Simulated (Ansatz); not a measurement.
# CH6AsB, SMILES BC[AsH2]: a rigid torsion scan

Computed with the Python package of Ansatz (0.2.0).

Typed at the interpreter:
```pycon
>>> import ansatz as az
>>> from ase import Atoms
>>> BASIS_SET = "def2-SVP"
>>> FUNCTIONAL = "pbe0"
>>> VDW = "d4"
>>> FMAX = 0.02
>>> atoms = Atoms(["B", "C", "As", "H", "H", "H", "H", "H", "H"], positions=[
...     (-1.0718, 0.319, -0.4116),
...     (-0.1731, -0.2942, 0.7465),
...     (1.7311, -0.3158, 0.2234),
...     (-1.109, -0.2008, -1.4718),
...     (-1.7136, 1.2906, -0.2127),
...     (-0.2895, 0.3171, 1.6652),
...     (-0.5057, -1.3315, 0.9566),
...     (1.4357, -0.9379, -1.1817),
...     (1.6959, 1.1536, -0.3139),
... ])
>>> # relax first, so that the scan starts from a minimum
>>> first = (
...     az.Crystal.molecule_from_ase(atoms).calculation()
...     .basis(gaussian=BASIS_SET)
...     .functional(FUNCTIONAL, dispersion=VDW)
...     .relax(force_tolerance=FMAX, max_steps=80)
... )
>>> atoms.positions = first.run().report["positions_ang"]
>>> start = atoms.get_dihedral(2, 1, 0, 3)
>>> energies = {}
>>> for turn in range(0, 360, 30):
...     turned = atoms.copy()
...     turned.set_dihedral(2, 1, 0, 3, start + turn, indices=[0, 3, 4])
...     base = (
...         az.Crystal.molecule_from_ase(turned).calculation()
...         .basis(gaussian=BASIS_SET)
...         .functional(FUNCTIONAL, dispersion=VDW)
...     )
...     energies[round((start + turn) % 360)] = base.run().report["free_energy_ev"]
...
>>> floor = min(energies.values())
>>> print("dihedral As2-C1-B0-H3 (deg)   E - E(min) (kJ/mol)")
dihedral As2-C1-B0-H3 (deg)   E - E(min) (kJ/mol)
>>> for angle, e in sorted(energies.items()):
...     print(f"{angle:8d} {96.485332 * (e - floor):14.3f}  " + "#" * int(30 * (e - floor) / max(max(energies.values()) - floor, 1e-9)))
...
      28        125.979  #################
      58         32.420  ####
      88          0.000
     118         33.902  ####
     148        136.022  ###################
     178        214.114  ##############################
     208        127.064  #################
     238         32.525  ####
     268          0.032
     298         33.985  ####
     328        135.124  ##################
     358        211.736  #############################
```

The scan is rigid and the energies are electronic, in a modest basis. With rigid groups the curve can differ much from the relaxed path, the start wasn't checked as a minimum of this torsion, and equivalent turns needn't return to the same energy. Wall time of the script: 110 s on 1 thread of Intel(R) Xeon(R) Platinum 8259CL CPU @ 2.50GHz (Skylake/Cascade Lake), with other jobs on the host, peak memory 0.27 GiB.
